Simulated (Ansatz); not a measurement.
# CH8BNSi2: one species, many methods

An exercise on one series of results from a longer session: the logs are not shown, and one member is left open.

Computed with Ansatz 0.2.0, Gaussian basis. Level: functionals in def2-TZVPP, the program's frozen cores in correlated methods.

Levels to be run: PBE-D4, r2SCAN-D4, PBE0-D4, B3LYP-D4, ωB97X-V, ωB97M-V, B2PLYP; CCSD(T)/def2-TZVPP; MP2/def2-QZVPP; extrapolation to the limit.

### The relaxed structure

All runs share one geometry, relaxed beforehand with PBE0-D4 in a triple-zeta def2 set.

SMILES `C[SiH2]B1N[SiH2]1`, 13 atoms, charge 0, spin multiplicity 1.

Atoms are counted from 1 here; the program's logs count them from 0.

Bond lengths: C1–Si2 1.879 Å, C1–H6 1.092 Å, C1–H7 1.093 Å, C1–H8 1.093 Å, Si2–B3 1.995 Å, Si2–H9 1.492 Å, Si2–H10 1.492 Å, B3–N4 1.380 Å, B3–Si5 1.943 Å, N4–Si5 1.753 Å, N4–H11 1.009 Å, Si5–H12 1.485 Å, Si5–H13 1.485 Å. Angles: Si2–C1–H6 111.0°, Si2–C1–H7 110.8°, Si2–C1–H8 110.8°, H6–C1–H7 108.0°, H6–C1–H8 108.0°, H7–C1–H8 108.1°, C1–Si2–B3 113.9°, C1–Si2–H9 109.6°, C1–Si2–H10 109.6°, B3–Si2–H9 108.3°, B3–Si2–H10 108.3°, H9–Si2–H10 106.9°, Si2–B3–N4 140.0°, Si2–B3–Si5 159.1°, N4–B3–Si5 60.9°, B3–N4–Si5 75.6°, B3–N4–H11 136.7°, Si5–N4–H11 147.7° and more.

Set-up of the first run:

Contents of in.yaml:

```yaml
crystal:
  periodic: [false, false, false]
  atoms:
    - {symbol: C, position_ang: [-1.589739, 1.775848, -0.007007]}
    - {symbol: Si, position_ang: [0.010463, 1.156132, 0.759268]}
    - {symbol: B, position_ang: [0.613987, -0.610009, 0.054321]}
    - {symbol: N, position_ang: [0.226416, -1.574514, -0.853229]}
    - {symbol: Si, position_ang: [1.716822, -2.194483, -0.168997]}
    - {symbol: H, position_ang: [-1.875365, 2.743185, 0.412371]}
    - {symbol: H, position_ang: [-2.406148, 1.073544, 0.177004]}
    - {symbol: H, position_ang: [-1.482305, 1.894685, -1.087746]}
    - {symbol: H, position_ang: [1.097228, 2.150082, 0.522162]}
    - {symbol: H, position_ang: [-0.154558, 1.037816, 2.237115]}
    - {symbol: H, position_ang: [-0.537206, -1.711167, -1.498215]}
    - {symbol: H, position_ang: [1.565530, -3.452639, 0.605246]}
    - {symbol: H, position_ang: [2.835275, -2.323278, -1.137393]}
basis:
  gaussian: {orbitals: def2-TZVPP}
hamiltonian: {xc: pbe, dispersion: d4}
output: {forces: true, orbitals: {seedname: orbitals}}
```

The run is started by

```
$ ansatz run in.yaml --threads 4 --pin off --events-out ev --progress --plain --max-ram 10444MiB
```

Among the steps run: PBE-D4 (GGA); r2SCAN-D4 (meta-GGA); PBE0-D4 (hybrid); B3LYP-D4 (hybrid); ωB97X-V (range-separated); ωB97M-V (range-separated); B2PLYP (double hybrid); CCSD(T) in def2-TZVPP; MP2 in def2-QZVPP.

One table of the session follows, with a row left open; its other results are not shown here.

It belongs to the step «Atomisation energies». 

```
            method  atomisation energy (kJ/mol)
            PBE-D4                       4554.2
         r2SCAN-D4                       4516.1
           PBE0-D4                       4504.3
          B3LYP-D4                       4512.7
           ωB97X-V                       4532.3
           ωB97M-V                       4520.2
            B2PLYP                       4452.1
     HF/def2-TZVPP                       3327.4
    MP2/def2-TZVPP                            ?
   CCSD/def2-TZVPP                       4313.9
CCSD(T)/def2-TZVPP                       4373.7
           MP2/CBS                       4522.8
       CCSD(T)/CBS                       4491.8
```

**Question.** Estimate the row for MP2/def2-TZVPP.

As computed: atomisation energy (kJ/mol): 4404.6. In the column «atomisation energy (kJ/mol)» it lies between CCSD(T)/def2-TZVPP (4373.7) and B2PLYP (4452.1).

To keep in mind: Free atoms (1 C, 2 Si, 1 B, 1 N, 8 H) were run apart at each level; the atomisation energy is their sum less the molecule, without zero-point or spin-orbit terms.
